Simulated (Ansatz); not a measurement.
# CH₂BrClOSi: a ladder of functionals and wavefunction methods

Aim: compute CH₂BrClOSi with functionals from several rungs and with coupled cluster, and see how far each lands from CCSD(T) at the basis-set limit for the atomisation energy.

The runs use Ansatz 0.2.0, Gaussian basis; functionals in def2-TZVPP, the program's frozen cores in correlated methods.

The runs, in order: LDA (SPW92), PBE-D4, revPBE-D4, BLYP-D4, r2SCAN-D4, B97M-V, PBE0-D4, B3LYP-D4, r2SCANh-D4, r2SCAN0-D4, HSE06-D4, BHLYP-D4, CAM-B3LYP-D4, LC-ωPBE, ωB97X-V, ωB97M-V, B2PLYP, PBE-QIDH; CCSD(T)/def2-SVP; CCSD(T)/def2-TZVPP; MP2/def2-QZVPP; extrapolation to the limit; RPA on PBE.

## Step 1: The geometry

The geometry comes from an earlier relaxation with PBE0-D4 in a triple-zeta def2 set; it is a stationary point, not always the lowest conformer.

SMILES `ClC1(Br)O[SiH2]1`, 7 atoms, charge 0, spin multiplicity 1.

Atoms are counted from 1 here; the program's logs count them from 0.

Bond lengths: Cl1–C2 1.753 Å, C2–Br3 1.932 Å, C2–O4 1.406 Å, C2–Si5 1.812 Å, O4–Si5 1.687 Å, Si5–H6 1.475 Å, Si5–H7 1.475 Å. Angles: Cl1–C2–Br3 111.3°, Cl1–C2–O4 113.7°, Cl1–C2–Si5 123.7°, Br3–C2–O4 113.3°, Br3–C2–Si5 121.8°, O4–C2–Si5 61.7°, C2–O4–Si5 71.1°, C2–Si5–O4 47.2°, C2–Si5–H6 121.2°, C2–Si5–H7 121.3°, O4–Si5–H6 115.8°, O4–Si5–H7 116.3°, H6–Si5–H7 115.7°.

## Step 2: LDA

This LDA is Slater exchange with PW92 correlation.

in.yaml reads:

```yaml
crystal:
  periodic: [false, false, false]
  atoms:
    - {symbol: Cl, position_ang: [-0.382488, -1.581840, 1.654900]}
    - {symbol: C, position_ang: [-0.129768, -0.797239, 0.108325]}
    - {symbol: Br, position_ang: [-0.729336, -1.913031, -1.350358]}
    - {symbol: O, position_ang: [1.175357, -0.304409, -0.069447]}
    - {symbol: Si, position_ang: [0.093958, 0.990851, -0.086145]}
    - {symbol: H, position_ang: [0.145340, 1.885747, 1.085019]}
    - {symbol: H, position_ang: [-0.111862, 1.651920, -1.387994]}
basis:
  gaussian: {orbitals: def2-TZVPP}
hamiltonian: {xc: lda}
output: {orbitals: {seedname: orbitals}}
```

Further steps of the session: PBE-D4 (GGA); revPBE-D4 (GGA); BLYP-D4 (GGA); r2SCAN-D4 (meta-GGA); B97M-V (meta-GGA); PBE0-D4 (hybrid); B3LYP-D4 (hybrid); r2SCANh-D4 (hybrid); r2SCAN0-D4 (hybrid); HSE06-D4 (hybrid); BHLYP-D4 (hybrid); CAM-B3LYP-D4 (range-separated); LC-ωPBE (range-separated); ωB97X-V (range-separated); ωB97M-V (range-separated); B2PLYP (double hybrid); PBE-QIDH (double hybrid); CCSD(T) in def2-SVP; CCSD(T) in def2-TZVPP; MP2 in def2-QZVPP; RPA on PBE orbitals.

Before running them: what should the planned runs give, taken together? Wanted: atomisation energy, CCSD(T)/CBS; farthest beyond LDA; mean size of error, GGA; mean size of error, meta-GGA; mean size of error, hybrid; mean size of error, range-separated; mean size of error, double hybrid; gap, smallest and largest; T1 diagnostic.

**Answer**, as computed:

| quantity | value |
| --- | --- |
| atomisation energy, CCSD(T)/CBS | 23.160 eV |
| functionals within 0.232 eV (1.0 %) | revPBE-D4, BLYP-D4, r2SCAN-D4, B97M-V, PBE0-D4, r2SCANh-D4, HSE06-D4, ωB97X-V, ωB97M-V, PBE-QIDH |
| farthest beyond LDA | BHLYP-D4 (-1.480 eV) |
| mean size of error, GGA | 0.363 eV |
| mean size of error, meta-GGA | 0.123 eV |
| mean size of error, hybrid | 0.431 eV |
| mean size of error, range-separated | 0.161 eV |
| mean size of error, double hybrid | 0.381 eV |
| gap, smallest and largest | 3.96 eV (LDA (SPW92)), 10.88 eV (LC-ωPBE) |
| T1 diagnostic | 0.0124 |
| triples share of the correlation energy | 4.2 % |

In words: The LDA atomisation energy is off by 4.646 eV (20 %): it overbinds. PBE-D4 is off by +0.890 eV. Double hybrids carry the basis error of their MP2 part in triple zeta, and no dispersion term here, so their miss is partly the set-up's. The rungs meta-GGA, range-separated miss on average by less than the doubt on the reference (0.232 eV), so they tie. Misses under about 0.232 eV are within the doubt on the reference itself, which lacks core-valence correlation, relativity and higher excitations, and its outer-core shells are covered unevenly. All levels share the lack of spin-orbit coupling, which lowers the free heavy atoms and so the true binding. Hartree-Fock recovers 63 % of the binding; the rest is correlation. CCSD(T) in def2-SVP is off by -2.230 eV, more than most functionals: a good method in a small basis is no reference. The gap grows from 4.0 to 10.9 eV across the functionals, mostly with the share of exact exchange. Correlated methods include outer-core shells of Br, which these sets cover unevenly.
